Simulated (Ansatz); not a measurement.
# Cu: the cost of one run

Method: DFT PBE, scalar-relativistic, plane waves, PAW, in Ansatz 0.2.0.

### 1 The system as given

It takes space group Fm-3m (No. 225, cubic). The conventional cell has a = 3.615 Å, b = 3.615 Å, c = 3.615 Å, α = 90.00°, β = 90.00°, γ = 90.00°. Cu (site symmetry m-3m) has 12 Cu at 2.56 Å in its first shell of neighbours.

Coordinates:

```cif
data_structure
_symmetry_space_group_name_H-M 'Fm-3m'
_symmetry_Int_Tables_number 225
_cell_length_a 3.6150
_cell_length_b 3.6150
_cell_length_c 3.6150
_cell_angle_alpha 90.000
_cell_angle_beta 90.000
_cell_angle_gamma 90.000
_cell_volume 47.24
loop_
_atom_site_label
_atom_site_type_symbol
_atom_site_symmetry_multiplicity
_atom_site_Wyckoff_symbol
_atom_site_fract_x
_atom_site_fract_y
_atom_site_fract_z
_atom_site_occupancy
Cu1 Cu 4 a 0.00000 0.00000 0.00000 1
```

The cell is taken as given, not relaxed at this level.

### 2 Zero of the scan

The input, input.yaml:

```yaml
crystal:
  lattice:
    - [0.0, -1.8075, -1.8075]
    - [0.0, 1.8075, -1.8075]
    - [3.615, 0.0, 0.0]
  atoms:
    - { symbol: Cu, position: [0.5, 0.5, 0.5] }
    - { symbol: Cu, position: [0.0, 0.0, 0.0] }
basis:
  ecutwfc: 420
kpoints:
  mp_grid: { grid: [18, 18, 14] }
hamiltonian:
  xc: pbe
scf:
  occupations: { method: gaussian, width: 0.15 }
output:
  forces: true
  stress: true
  eigenvalues: true
  write_density: true
  write_potential: true
  elf: true
  volumetric_format: npy
```

Launch:

```bash
$ ansatz run input.yaml --threads 2 --pin off --max-ram 5120MiB --backend cpu --events-out ev --progress --plain --runs-dir out
```

Q: Estimate wall time and peak memory on 2 threads of Arm Neoverse V2, shared host.

About 7.5 s, with a peak of 0.45 GiB.
